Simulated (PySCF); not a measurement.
# CH₄BrFGe: core binding energies at several levels of theory, part 1 of 2

Aim: compute the core binding energies of CH₄BrFGe (`F[C@@H]([GeH3])Br`) at several levels, and see how far they spread and what each costs.

The runs use PySCF 2.14.0, with density-fitted response routines of our own; the level of theory stands in each step. All values are computed, except where a source is named. Atoms are numbered from 0 throughout.

## 1. Starting geometry

8 atoms, charge 0, multiplicity 1; geometry from: PBE0-D3(BJ)/def2-SVP.

Bonds of the start (Å): F0–C1 1.36, C1–Ge2 1.98, C1–Br3 1.95, C1–H4 1.10, Ge2–H5 1.54, Ge2–H6 1.54, Ge2–H7 1.53.

## 2. Core-electron binding energies: SCAN, X2C

What the job is given:

```
{"job": {"kind": "xps"}, "charge": 0, "multiplicity": 1}
F      1.200515    -1.198010     0.957143
C      0.928633    -0.329177    -0.048189
Ge    -0.990633     0.164151    -0.033183
Br     2.012316     1.281555     0.160916
H      1.259795    -0.770669    -1.000143
H     -1.259581     1.088332    -1.229111
H     -1.816073    -1.128953    -0.154694
H     -1.280031     0.871266     1.295503
```

Method: delta-SCF UKS SCAN, pcX-2 on the ionised atom, pcseg-1 elsewhere, spin-free X2C.

Command:

```bash
$ OMP_NUM_THREADS=1 python probes_run.py task.json out
```

This one command runs all jobs of the session in turn.

Standard output:

```text
ground state, core basis on atom 0 (F), 133 functions
  cycle   1  E = -4832.97860565  |g| = 5.35e-01
  cycle   2  E = -4832.86892219  |g| = 1.00e+00
  cycle   3  E = -4833.02122834  |g| = 7.48e-02
  cycle   4  E = -4833.02227887  |g| = 2.54e-02
  cycle   5  E = -4833.02246315  |g| = 8.23e-03
  cycle   6  E = -4833.02247501  |g| = 4.63e-03
  cycle   7  E = -4833.02248252  |g| = 6.25e-04
  cycle   8  E = -4833.02248350  |g| = 1.19e-04
  E(ground) = -4833.29751556 Eh
hole in F 1s of atom 0
  cycle   1  E = -4806.64507119  |g| = 2.58e+00
  cycle   2  E = -4805.87316664  |g| = 2.45e+00
  cycle   3  E = -4807.12816110  |g| = 8.17e-01
  cycle   4  E = -4807.35329373  |g| = 5.95e-01
  cycle   5  E = -4807.54578979  |g| = 6.15e-02
  cycle   6  E = -4807.54706098  |g| = 2.56e-02
  cycle   7  E = -4807.54746362  |g| = 3.92e-03
  cycle   8  E = -4807.54747790  |g| = 8.99e-04
  cycle   9  E = -4807.54748032  |g| = 2.70e-04
  E(ion) = -4807.82806572 Eh   <S^2> = 0.7575   hole on atom = 1.000   binding energy = 693.059 eV
ground state, core basis on atom 1 (C), 133 functions
  cycle   1  E = -4832.98428707  |g| = 9.69e-02
  cycle   2  E = -4832.98201493  |g| = 1.43e-01
  cycle   3  E = -4832.98518285  |g| = 2.03e-02
  cycle   4  E = -4832.98525096  |g| = 5.29e-03
  cycle   5  E = -4832.98525203  |g| = 1.60e-03
  cycle   6  E = -4832.98525521  |g| = 1.91e-04
  E(ground) = -4833.25764085 Eh
hole in C 1s of atom 1
  cycle   1  E = -4821.60119924  |g| = 1.51e+00
  cycle   2  E = -4818.57589578  |g| = 2.77e+00
  cycle   3  E = -4821.74696099  |g| = 9.28e-01
  cycle   4  E = -4822.07782475  |g| = 5.55e-01
  cycle   5  E = -4822.17364205  |g| = 1.67e-01
  cycle   6  E = -4822.18574998  |g| = 4.12e-02
  cycle   7  E = -4822.18671940  |g| = 8.90e-03
  cycle   8  E = -4822.18679063  |g| = 3.48e-03
  cycle   9  E = -4822.18680158  |g| = 1.92e-03
  cycle  10  E = -4822.18680737  |g| = 6.31e-04
  cycle  11  E = -4822.18680797  |g| = 2.26e-04
  E(ion) = -4822.45767419 Eh   <S^2> = 0.7855   hole on atom = 1.000   binding energy = 293.882 eV
```

Wall time 9.7 s (1 thread of Arm Neoverse V1, shared host); peak memory 0.38 GiB.

The holes in one table. −ε is the ground-state orbital energy:

| hole | stands for | environment | ΔSCF (eV) | −ε (eV) | ⟨S²⟩ |
| --- | --- | --- | --- | --- | --- |
| F1s on F0 | F0 | fluorine on an sp3 carbon | 693.06 | 667.4 | 0.757 |
| C1s on C1 | C1 | sp3 CH bonded to Br and F and Ge | 293.88 | 277.4 | 0.786 |

## 3. Core holes by ΔSCF: B3LYP, X2C

Settings changed since step 2:

```diff
@@ -1,2 +1,2 @@
-{"job": {"kind": "xps"}, "charge": 0, "multiplicity": 1}
+{"job": {"kind": "xps", "xc": "B3LYP"}, "charge": 0, "multiplicity": 1}
 F      1.200515    -1.198010     0.957143
```

Method: delta-SCF UKS B3LYP, pcX-2 on the ionised atom, pcseg-1 elsewhere, spin-free X2C.

Standard output:

```text
ground state, core basis on atom 0 (F), 133 functions
  cycle   1  E = -4833.14923162  |g| = 5.42e-01
  cycle   2  E = -4833.05457052  |g| = 9.30e-01
  cycle   3  E = -4833.20107546  |g| = 5.22e-02
  cycle   4  E = -4833.20166111  |g| = 1.83e-02
  cycle   5  E = -4833.20175062  |g| = 4.14e-03
  cycle   6  E = -4833.20175582  |g| = 1.91e-03
  cycle   7  E = -4833.20175526  |g| = 2.46e-04
  E(ground) = -4833.20907741 Eh
hole in F 1s of atom 0
  cycle   1  E = -4806.83512733  |g| = 2.60e+00
  cycle   2  E = -4806.39120216  |g| = 2.34e+00
  cycle   3  E = -4807.51959803  |g| = 6.37e-01
  cycle   4  E = -4807.61029393  |g| = 5.03e-01
  cycle   5  E = -4807.74490098  |g| = 3.92e-02
  cycle   6  E = -4807.74548125  |g| = 1.59e-02
  cycle   7  E = -4807.74563227  |g| = 1.57e-03
  cycle   8  E = -4807.74563310  |g| = 3.56e-04
  E(ion) = -4807.75311474 Eh   <S^2> = 0.7551   hole on atom = 1.000   binding energy = 692.692 eV
ground state, core basis on atom 1 (C), 133 functions
  cycle   1  E = -4833.15691369  |g| = 7.55e-02
  cycle   2  E = -4833.15564355  |g| = 1.07e-01
  cycle   3  E = -4833.15759468  |g| = 1.06e-02
  cycle   4  E = -4833.15761172  |g| = 4.23e-03
  cycle   5  E = -4833.15761760  |g| = 4.91e-04
  E(ground) = -4833.16527965 Eh
hole in C 1s of atom 1
  cycle   1  E = -4821.77948110  |g| = 1.52e+00
  cycle   2  E = -4819.80210456  |g| = 2.52e+00
  cycle   3  E = -4822.22862431  |g| = 4.84e-01
  cycle   4  E = -4822.30603417  |g| = 3.42e-01
  cycle   5  E = -4822.35471345  |g| = 1.11e-01
  cycle   6  E = -4822.35906520  |g| = 1.69e-02
  cycle   7  E = -4822.35918484  |g| = 4.40e-03
  cycle   8  E = -4822.35920351  |g| = 1.37e-03
  cycle   9  E = -4822.35920588  |g| = 7.03e-04
  cycle  10  E = -4822.35920633  |g| = 1.52e-04
  E(ion) = -4822.36689660 Eh   <S^2> = 0.7674   hole on atom = 1.000   binding energy = 293.839 eV
```

It took 16 s on 1 thread of Arm Neoverse V1, shared host; peak memory 0.52 GiB.

Binding energies by hole, beside the orbital energy of the ground state; the difference holds orbital relaxation and, for a density functional, its self-interaction error:

| hole | stands for | environment | ΔSCF (eV) | −ε (eV) | ⟨S²⟩ |
| --- | --- | --- | --- | --- | --- |
| F1s on F0 | F0 | fluorine on an sp3 carbon | 692.69 | 672.8 | 0.755 |
| C1s on C1 | C1 | sp3 CH bonded to Br and F and Ge | 293.84 | 280.7 | 0.767 |

## 4. X-ray photoelectron lines: PBE0, X2C

Settings changed since step 3:

```diff
@@ -1,2 +1,2 @@
-{"job": {"kind": "xps", "xc": "B3LYP"}, "charge": 0, "multiplicity": 1}
+{"job": {"kind": "xps", "xc": "PBE0"}, "charge": 0, "multiplicity": 1}
 F      1.200515    -1.198010     0.957143
```

With the program's defaults for keys left out, this is: delta-SCF UKS PBE0, pcX-2 on the ionised atom, pcseg-1 elsewhere, spin-free X2C.

Standard output:

```text
ground state, core basis on atom 0 (F), 133 functions
  cycle   1  E = -4832.35614995  |g| = 5.21e-01
  cycle   2  E = -4832.28202632  |g| = 8.41e-01
  cycle   3  E = -4832.40710953  |g| = 4.03e-02
  cycle   4  E = -4832.40745814  |g| = 1.53e-02
  cycle   5  E = -4832.40752884  |g| = 3.02e-03
  cycle   6  E = -4832.40752574  |g| = 1.21e-03
  cycle   7  E = -4832.40752674  |g| = 2.53e-04
  E(ground) = -4832.41333568 Eh
hole in F 1s of atom 0
  cycle   1  E = -4806.05805913  |g| = 2.60e+00
  cycle   2  E = -4805.81786190  |g| = 2.19e+00
  cycle   3  E = -4806.81441472  |g| = 5.42e-01
  cycle   4  E = -4806.87704066  |g| = 4.19e-01
  cycle   5  E = -4806.97110577  |g| = 3.31e-02
  cycle   6  E = -4806.97156971  |g| = 1.15e-02
  cycle   7  E = -4806.97165038  |g| = 1.18e-03
  cycle   8  E = -4806.97165176  |g| = 3.06e-04
  E(ion) = -4806.97762366 Eh   <S^2> = 0.7558   hole on atom = 1.000   binding energy = 692.141 eV
ground state, core basis on atom 1 (C), 133 functions
  cycle   1  E = -4832.36353836  |g| = 9.44e-02
  cycle   2  E = -4832.36222594  |g| = 1.16e-01
  cycle   3  E = -4832.36443700  |g| = 1.59e-02
  cycle   4  E = -4832.36447931  |g| = 3.99e-03
  cycle   5  E = -4832.36448168  |g| = 4.83e-04
  E(ground) = -4832.37058426 Eh
hole in C 1s of atom 1
  cycle   1  E = -4821.00311261  |g| = 1.52e+00
  cycle   2  E = -4819.55409346  |g| = 2.27e+00
  cycle   3  E = -4821.49057330  |g| = 4.10e-01
  cycle   4  E = -4821.55899954  |g| = 2.06e-01
  cycle   5  E = -4821.58022265  |g| = 7.61e-02
  cycle   6  E = -4821.58209552  |g| = 1.36e-02
  cycle   7  E = -4821.58218843  |g| = 3.81e-03
  cycle   8  E = -4821.58220806  |g| = 1.53e-03
  cycle   9  E = -4821.58221453  |g| = 6.73e-04
  cycle  10  E = -4821.58221470  |g| = 1.38e-04
  E(ion) = -4821.58834442 Eh   <S^2> = 0.7744   hole on atom = 1.000   binding energy = 293.400 eV
```

Wall time 16 s (1 thread of Arm Neoverse V1, shared host); peak memory 0.52 GiB.

The holes in one table. −ε is the ground-state orbital energy:

| hole | stands for | environment | ΔSCF (eV) | −ε (eV) | ⟨S²⟩ |
| --- | --- | --- | --- | --- | --- |
| F1s on F0 | F0 | fluorine on an sp3 carbon | 692.14 | 675.2 | 0.756 |
| C1s on C1 | C1 | sp3 CH bonded to Br and F and Ge | 293.40 | 282.2 | 0.774 |

## 5. X-ray photoelectron lines: PBE, X2C

Settings changed since step 4:

```diff
@@ -1,2 +1,2 @@
-{"job": {"kind": "xps", "xc": "PBE0"}, "charge": 0, "multiplicity": 1}
+{"job": {"kind": "xps", "xc": "PBE"}, "charge": 0, "multiplicity": 1}
 F      1.200515    -1.198010     0.957143
```

Method: delta-SCF UKS PBE, pcX-2 on the ionised atom, pcseg-1 elsewhere, spin-free X2C.

Standard output:

```text
ground state, core basis on atom 0 (F), 133 functions
  cycle   1  E = -4832.23975781  |g| = 4.93e-01
  cycle   2  E = -4832.11600614  |g| = 1.01e+00
  cycle   3  E = -4832.27844294  |g| = 9.09e-02
  cycle   4  E = -4832.28015993  |g| = 2.58e-02
  cycle   5  E = -4832.28036436  |g| = 5.73e-03
  cycle   6  E = -4832.28037219  |g| = 3.42e-03
  cycle   7  E = -4832.28037422  |g| = 4.99e-04
  E(ground) = -4832.28844461 Eh
hole in F 1s of atom 0
  cycle   1  E = -4805.93676316  |g| = 2.62e+00
  cycle   2  E = -4804.56949822  |g| = 2.78e+00
  cycle   3  E = -4806.20755343  |g| = 1.00e+00
  cycle   4  E = -4806.55204262  |g| = 7.57e-01
  cycle   5  E = -4806.85175976  |g| = 7.72e-02
  cycle   6  E = -4806.85309276  |g| = 4.41e-02
  cycle   7  E = -4806.85424040  |g| = 6.98e-03
  cycle   8  E = -4806.85427785  |g| = 1.16e-03
  cycle   9  E = -4806.85427671  |g| = 3.37e-04
  E(ion) = -4806.86255366 Eh   <S^2> = 0.7547   hole on atom = 1.000   binding energy = 691.874 eV
ground state, core basis on atom 1 (C), 133 functions
  cycle   1  E = -4832.23551143  |g| = 1.03e-01
  cycle   2  E = -4832.23217069  |g| = 1.57e-01
  cycle   3  E = -4832.23629948  |g| = 3.08e-02
  cycle   4  E = -4832.23646046  |g| = 8.65e-03
  cycle   5  E = -4832.23647767  |g| = 1.25e-03
  cycle   6  E = -4832.23648362  |g| = 1.73e-04
  E(ground) = -4832.24493491 Eh
hole in C 1s of atom 1
  cycle   1  E = -4820.89486712  |g| = 1.53e+00
  cycle   2  E = -4816.94648403  |g| = 3.03e+00
  cycle   3  E = -4820.66105936  |g| = 1.29e+00
  cycle   4  E = -4821.33008402  |g| = 6.40e-01
  cycle   5  E = -4821.45084029  |g| = 2.15e-01
  cycle   6  E = -4821.47072839  |g| = 7.08e-02
  cycle   7  E = -4821.47391210  |g| = 1.04e-02
  cycle   8  E = -4821.47397874  |g| = 2.31e-03
  cycle   9  E = -4821.47398081  |g| = 6.51e-04
  cycle  10  E = -4821.47398429  |g| = 2.11e-04
  E(ion) = -4821.48247523 Eh   <S^2> = 0.7675   hole on atom = 1.000   binding energy = 292.861 eV
```

Wall time 6.6 s (1 thread of Arm Neoverse V1, shared host); peak memory 0.52 GiB.

Binding energies by hole, beside the orbital energy of the ground state; the difference holds orbital relaxation and, for a density functional, its self-interaction error:

| hole | stands for | environment | ΔSCF (eV) | −ε (eV) | ⟨S²⟩ |
| --- | --- | --- | --- | --- | --- |
| F1s on F0 | F0 | fluorine on an sp3 carbon | 691.87 | 661.2 | 0.755 |
| C1s on C1 | C1 | sp3 CH bonded to Br and F and Ge | 292.86 | 272.8 | 0.767 |

(Continued in part 2 of 2.)
